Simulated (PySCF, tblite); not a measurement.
# CH₄GeN radical: geometry, infrared bands and EPR parameters

Aim: predict the infrared bands and EPR parameters of CH₄GeN radical (`[H]/N=[C]/[GeH3]`).

The runs use tblite 0.8.0 and PySCF 2.14.0, with density-fitted response routines of our own; the level of theory stands in each step. All values are computed, except where a source is named. Atoms are numbered from 0 throughout.

### Step 1. The molecule as given

7 atoms, charge 0, multiplicity 2; geometry from: force field or distance geometry start.

Bonds of the start (Å): N0–C1 1.30, C1–Ge2 1.91, N0–H3 1.02, Ge2–H4 1.55, Ge2–H5 1.56, Ge2–H6 1.54.

### Step 2. Optimising the geometry with GFN2-xTB

Job settings and geometry (Å):

```
{"job": {"kind": "relax", "xc": "GFN2-xTB", "basis": "xTB"}, "charge": 0, "multiplicity": 2}
N      1.793600    -0.301400     0.016000
C      0.852800     0.587000    -0.048800
Ge    -0.974300     0.036700    -0.000800
H      2.771600    -0.000700    -0.010400
H     -1.272600    -0.887500    -1.205900
H     -1.897400     1.292700    -0.086300
H     -1.270300    -0.721900     1.309100
```

Launch:

```sh
> OMP_NUM_THREADS=1 python probes_run.py task.json out
```

The driver reads the jobs from task.json and runs them one after another.

Standard output:

```text
step      E/eV     max force
  0    -242.02708    4.463
  1    -242.06813    5.734
  2    -242.22287    0.775
  3    -242.23853    0.440
  4    -242.25454    0.429
  5    -242.25755    0.246
  6    -242.26059    0.130
  7    -242.26170    0.198
  8    -242.26365    0.201
  9    -242.26549    0.207
 10    -242.26780    0.218
 11    -242.26948    0.144
 12    -242.27083    0.164
 13    -242.27214    0.201
 14    -242.27370    0.218
 15    -242.27506    0.184
 16    -242.27605    0.121
 17    -242.27679    0.119
 18    -242.27769    0.166
 19    -242.27926    0.210
 20    -242.28081    0.156
 21    -242.28145    0.080
 22    -242.28164    0.039
 23    -242.28177    0.060
 24    -242.28195    0.092
 25    -242.28228    0.121
 26    -242.28276    0.150
 27    -242.28340    0.163
 28    -242.28456    0.197
 29    -242.28213    1.219
 30    -242.28877    0.233
 31    -242.29414    0.214
 32    -242.26120    1.559
 33    -242.29986    0.999
 34    -242.30569    0.499
 35    -242.32083    0.307
 36    -242.22006    3.732
 37    -242.32970    0.229
 38    -242.33396    0.107
 39    -242.33921    0.326
 40    -242.33999    0.161
 41    -242.34029    0.113
 42    -242.34085    0.047
 43    -242.34146    0.049
 44    -242.34264    0.053
 45    -242.34363    0.049
 46    -242.34411    0.046
 47    -242.34430    0.036
 48    -242.34440    0.039
 49    -242.34453    0.037
 50    -242.34482    0.050
 51    -242.34527    0.070
 52    -242.34559    0.059
 53    -242.34579    0.030
 54    -242.34591    0.044
 55    -242.34598    0.063
 56    -242.34606    0.074
 57    -242.34618    0.086
 58    -242.34632    0.070
 59    -242.34642    0.033
 60    -242.34644    0.009
```

Run time: 0.38 s. Hardware: 1 thread of Intel Xeon at 2.70GHz, shared host.

Along the way: (not every step is listed) (the energy doesn't fall at every step)

```tsv
step	energy from step 0 (eV)	largest force (eV/Å)
0	0.0000	4.4632
1	-0.0410	5.7344
2	-0.1958	0.7749
3	-0.2114	0.4404
4	-0.2275	0.4295
5	-0.2305	0.2458
6	-0.2335	0.1302
7	-0.2346	0.1978
8	-0.2366	0.2011
12	-0.2437	0.1642
16	-0.2490	0.1205
20	-0.2537	0.1557
24	-0.2549	0.0923
28	-0.2575	0.1968
32	-0.2341	1.5588
36	-0.1930	3.7316
40	-0.3129	0.1609
44	-0.3156	0.0535
48	-0.3173	0.0387
52	-0.3185	0.0589
55	-0.3189	0.0628
56	-0.3190	0.0738
57	-0.3191	0.0858
58	-0.3192	0.0700
59	-0.3193	0.0333
60	-0.3194	0.0086
```

Distances of close pairs at the start and the end, largest changes first:

```tsv
bond	before (Å)	after (Å)	change (Å)
N0–C1	1.296	1.226	-0.070
Ge2–H5	1.561	1.492	-0.070
Ge2–H4	1.548	1.491	-0.056
Ge2–H6	1.542	1.501	-0.041
C1–Ge2	1.909	1.930	+0.021
N0–H3	1.024	1.015	-0.009
```

The end geometry stands in the next job.

### Step 3. Harmonic vibrations with GFN2-xTB

Job settings and geometry (Å):

```
{"job": {"kind": "ir", "xc": "GFN2-xTB", "basis": "xTB"}, "charge": 0, "multiplicity": 2}
N      1.879420    -0.066836     0.269677
C      0.870269     0.237136    -0.356479
Ge    -1.000437    -0.056177     0.015035
H      2.819818     0.151902    -0.042838
H     -1.512868    -0.794991    -1.174963
H     -1.610162     1.305026     0.003658
H     -1.442707    -0.771156     1.258834
```

Standard output:

```text
mode    cm-1     km/mol
  1     155.5      0.11
  2     210.5      3.58
  3     434.6      8.11
  4     455.3    129.31
  5     499.3     44.49
  6     667.2    230.81
  7     759.7    350.14
  8     843.1    122.52
  9     844.9     95.30
 10    1017.8     98.80
 11    1871.6    135.17
 12    1933.5    190.88
 13    2054.3    361.54
 14    2092.0    429.27
 15    3290.2     11.40
```

Run time: 0.19 s. Hardware: 1 thread of Intel Xeon at 2.70GHz, shared host.

The strongest bands and the atoms that carry them (share of the mass-weighted mode):

```tsv
cm⁻¹	km/mol	atoms
455	129.3	H6 48 %, N0 14 %, Ge2 10 %, H4 10 %
667	230.8	H3 69 %
760	350.1	H4 40 %, H5 40 %, H6 17 %
843	122.5	H4 56 %, H6 23 %, H5 18 %
1872	135.2	C1 55 %, N0 40 %
1934	190.9	H6 86 %
2054	361.5	H5 45 %, H4 44 %
2092	429.3	H4 50 %, H5 49 %
```

### Step 4. EPR parameters: B3LYP/def2-TZVP-core+pcH-1

Same as in step 3 but for these lines:

```diff
@@ -1,2 +1,2 @@
-{"job": {"kind": "ir", "xc": "GFN2-xTB", "basis": "xTB"}, "charge": 0, "multiplicity": 2}
+{"job": {"kind": "epr", "basis": "pcH-1"}, "charge": 0, "multiplicity": 2}
 N      1.879420    -0.066836     0.269677
```

With the program's defaults for keys left out, this is: UKS B3LYP, def2-TZVP-core on Ge, pcH-1 on C H N, non-relativistic, mean-field spin-orbit, GIAO.

Standard output:

```text
UKS, coarse grid
  cycle   1  E = -2172.17673498  |g| = 1.32e+00
  cycle   2  E = -2172.12204179  |g| = 8.81e-01
  cycle   3  E = -2172.18527015  |g| = 4.58e-01
  cycle   4  E = -2172.22577429  |g| = 2.20e-01
  cycle   5  E = -2172.24580093  |g| = 1.60e-02
  cycle   6  E = -2172.24589478  |g| = 3.44e-03
  cycle   7  E = -2172.24590081  |g| = 1.38e-03
  cycle   8  E = -2172.24590245  |g| = 5.74e-04
UKS, final grid
  cycle   1  E = -2172.24591216  |g| = 4.05e-04
  cycle   2  E = -2172.24591219  |g| = 5.81e-04
  cycle   3  E = -2172.24591230  |g| = 1.64e-04
  cycle   4  E = -2172.24591232  |g| = 1.19e-04
  cycle   5  E = -2172.24591234  |g| = 3.49e-05
  cycle   6  E = -2172.24591234  |g| = 1.14e-05
E = -2172.24591234 Eh   <S^2> = 0.7530 (exact 0.7500)
g shifts (ppm)      1          2          3
  rmc          -181       -181       -181
  gc             23         12        -14
  oz_so       -4798       -391        994
  total       -4956       -560        798
hyperfine (MHz)  atom isotope    a_iso     a_fc   dipolar eigenvalues
    0   14N      27.38      27.47    -15.34    -13.29     28.63
    1   13C     170.08     170.40    -54.18    -50.28    104.46
    2  73Ge     -77.51     -78.08    -11.97      5.13      6.84
    3    1H     167.94     167.97    -15.74     -8.41     24.15
    4    1H      -7.84      -7.85     -3.59     -2.14      5.73
    5    1H      -7.85      -7.86     -3.59     -2.13      5.72
    6    1H      88.81      88.79     -2.82     -0.96      3.78
```

Wall time 58 s (1 thread of Intel Xeon at 2.70GHz, shared host); peak memory 0.69 GiB.

Principal g values 1.99736, 2.00176, 2.00312; g(iso) = 2.00075, against 2.00232 for a free electron.

Hyperfine couplings; where a row names several nuclei, a(iso) is their mean (it holds for fast rotation or exchange) and the dipolar term the largest among them:

```tsv
nuclei	isotope	a(iso) (MHz)	a(iso) (G, at g = 2.0023)	largest dipolar term (MHz)
C1	13C	170.1	60.7	104.5
H3	1H	167.9	59.9	24.2
Ge2	73Ge	-77.5	-27.7	-12.0
N0	14N	27.4	9.8	28.6
H4, H5, H6	1H	24.4	8.7	5.7
```

Mulliken spin populations:

```tsv
atom	value (e)
N0	0.18
C1	0.63
Ge2	0.08
H3	0.05
H4	0.00
H5	0.00
H6	0.06
```

In first order the couplings over 0.8 MHz of 1H, 14N give 24 distinct lines over 105.6 G, if the averaged nuclei exchange fast.

The fields below are evaluated on a grid from the run's orbitals.

ELF in a plane through or near 5 of the atoms.

Ten even steps from '0' (0.00) to '9' (1.00):
```
0000000000000000000000000000
0000000000000000000000000000
0000000000000000122000000000
0000000000000005899720000000
0000000011000028999981000000
0000000255300029999993000000
0000001588720028999993000000
0000002689830136899961000000
0000256775743531224510000000
0000799936566835551210000000
0000899977831845541210000000
0000699835613851213210000000
0000033104899741233200000000
0000000005899610111000000000
0000000015788300000000000000
0000000004675100000000000000
0000000000110000000000000000
0000000000000000000000000000
0000000000000000000000000000
0000000000000000000000000000
```
The map spans 10.8 Å across and 8.1 Å up, centred on the molecule. Atoms in the plane (x, y in Å): N0 (-1.9, 0.3), C1 (-0.9, -0.4), Ge2 (1.0, 0.0), H3 (-2.8, 0.0), H6 (1.5, 1.4).

On the surface of density 0.002 e/bohr³ the electrostatic potential runs, from the 1st to the 99th percentile, from -1.05 V near N0 to 1.81 V near H3.

The spin density lies nearest to C1 55 %; N0 22 %; Ge2 9 %; H3, H6 about 6 % each.

### Step 5. Outcome

```
                                 quantity                  value
strongest single infrared mode (GFN2-xTB)  2092 cm⁻¹, 429 km/mol
             zero-point energy (GFN2-xTB)          24.5 kcal/mol
                           g(iso) (B3LYP)                2.00075
                                     ⟨S²⟩     0.753 (exact 0.75)
       largest a(iso) (averaged by class)   13C on C1, 170.1 MHz
    surface potential, 1st and 99th percentile     -1.05 V and 1.81 V
```

What this shows: Relaxing lowered the energy by 0.319 eV in 60 steps; the close pair that moved most is N0–C1, from 1.296 to 1.226 Å. All 15 modes are real, so the xTB geometry is a minimum. The strongest single mode, at 2092 cm⁻¹, moves mainly H4 and H5. GFN2-xTB is a fitted tight-binding method: band positions and strengths are rough. Its intensities can rank the bands wrongly. C1 carries the largest spin population, 0.63 e. The isotropic g lies 1.6 ppt below the free-electron value. The hyperfine terms hold no scalar relativity, which the heavier nuclei need.
